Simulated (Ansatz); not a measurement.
Input of an Ansatz 0.2.0 run:

The input input.yaml:

```yaml
crystal:
  lattice:
    - [0.0, 2.7, 2.7]
    - [2.7, 0.0, 2.7]
    - [2.7, 2.7, 0.0]
  atoms:
    - { symbol: Gd, position: [0.0, 0.0, 0.0], spin: -2.09 }
    - { symbol: O, position: [0.25, 0.25, 0.25] }
hamiltonian:
  xc: pbesol
  pseudopotentials: { kind: paw }
  hubbard: { sites: [{ species: Gd, l: f, u_eff: 5.0 }] }
magnetization:
  spin_polarized: true
kpoints:
  mp_grid: { grid: [6, 6, 6] }
scf:
  occupations: { method: gaussian, width: 0.05 }
output:
  forces: true
  stress: true
  eigenvalues: true
```

Potentials or basis: Ansatz PAW.

Command:

```bash
$ ansatz run input.yaml --threads 2 --pin off --max-ram 5632MiB --backend cpu --events-out ev --progress --plain --runs-dir out
```

(1) Predict the absolute moment.

(2) Predict the band gap on the k mesh.

(3) Estimate the net moment.

## Answers

(1) 7.88 μB per cell.

(2) none (metal or under the smearing width).

(3) -7.87 μB per cell.

Caveat: the magnetic or orbital state may not be the lowest; spin-orbit coupling is left out, which moves the levels of the heavy elements; a cell with one magnetic atom can't hold antiferromagnetic order, which such compounds often take.
